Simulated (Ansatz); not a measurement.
## CsGdO3, space group Pm-3m: a single point from an input typed as a dict, step by step

Program: the Ansatz DFT code, driven from Python.

Run as a notebook:

**Cell 1**
```python
from collections import Counter
import warnings

import ansatz as az
```

**Cell 2**
```python
warnings.simplefilter("ignore", az.DeckWarning)
```

**Cell 3**
```python
inputs = {
    "crystal": {
        "lattice": [[4.545455, 0.0, 0.0], [0.0, 4.545455, 0.0], [0.0, 0.0, 4.545455]],
        "atoms": [
            {"symbol": "Cs", "position": [0.0, 0.0, 0.0]},
            {"symbol": "Gd", "position": [0.5, 0.5, 0.5], "spin": 9.1},
            {"symbol": "O", "position": [0.5, 0.5, 0.0]},
            {"symbol": "O", "position": [0.5, 0.0, 0.5]},
            {"symbol": "O", "position": [0.0, 0.5, 0.5]},
        ],
    },
    "magnetization": {"spin_polarized": True},
    "kpoints": {"mp_grid": {"grid": [4, 4, 4]}},
    "hamiltonian": {"xc": "pbesol"},
    "scf": {
        "occupations": {"method": "cold", "width": 0.15},
        "mixing": {"preconditioner": "none"},
    },
    "basis": {"ecutwfc": "420 eV"},
    "output": {"stress": True, "eigenvalues": True},
}
```

**Cell 4**
```python
planned = az.Session.from_dict(inputs).plan(threads=1, pin="off")
out = planned.execute()
summary = out.report
```

**Cell 5**
```python
summary["free_energy_ev"]
```
Output:
```text
-16498.133672763724
```

**Cell 6**
```python
summary["kpoints_frac"][:4]
```
Output:
```text
[[0.0, 0.0, 0.0], [0.0, 0.0, 0.25], [0.0, 0.0, -0.5], [0.0, 0.25, 0.25]]
```

**Cell 7**
```python
n_atoms = len(summary["lattice"]["sites"])
print("F =", round(summary["free_energy_ev"], 4), "eV for", n_atoms, "atoms")
print("E(sigma -> 0) =", round(summary["energy_sigma0_ev"], 4), "eV, TS =", round(summary["entropy_ts_ev"], 5), "eV")
print("closed by", summary["closed_by"], "after", summary["n_iterations"], "iterations")
```
Output:
```text
F = -16498.1337 eV for 5 atoms
E(sigma -> 0) = -16498.1286 eV, TS = 0.01533 eV
closed by deck_thresholds after 15 iterations
```

**Cell 8**
```python
gap = None if "band_edges_ev" not in summary else summary["band_edges_ev"][1] - summary["band_edges_ev"][0]
print("gap on the k mesh:", "withheld (metal, or smearing too wide to tell)" if gap is None else f"{gap:.3f} eV")
print("lowest empty less highest filled band, by band count:", round(summary["gap_by_band_count_ev"], 3), "eV")
```
Output:
```text
gap on the k mesh: withheld (metal, or smearing too wide to tell)
lowest empty less highest filled band, by band count: -0.576 eV
```

**Cell 9**
```python
print("site moments (muB):", [round(m, 2) for m in summary["site_moments_mub"]])
print("electrons up, down:", [round(n, 3) for n in summary["spin_occupation_sums"]])
```
Output:
```text
site moments (muB): [-0.01, 6.62, -0.58, -0.58, -0.58]
electrons up, down: [25.0, 20.0]
```

**Cell 10**
```python
told = Counter((n["data"]["severity"], n["data"]["kind"]) for n in out.notices if n["event"] == "notice")
for (severity, kind), count in sorted(told.items()):
    print(f"{severity:8s} {kind} x{count}")
```
Output:
```text
audit    band_cg_iterations x1
audit    own_smearing_begun x1
doubt    stability_check_not_made x1
```

What to keep in mind:
- These settings explore the input space; cutoff and mesh may be short of convergence.
- Open f shells: without a Hubbard U, without spin-orbit coupling; the state reached hangs on the start and needn't be the lowest.
- Without U the f states sit at the Fermi level and can close a real gap.
- For a metal this k-point mesh is coarse: on a finer one energies can move by several to tens of meV an atom and pressures by half a GPa or more, differences at one mesh by less.
- A gap by band count of zero or less means overlapping bands, a metal.
- This cell is a computed structure, which may not be the phase found in nature.
- Levels are Kohn-Sham eigenvalues on this mesh, without spin-orbit coupling.
- The whole script took 8.8 s on 1 thread of Arm Neoverse V1, with other jobs on the host, peak memory 0.46 GiB.

(Lines on the test bed's own set-up are left out of the output.)
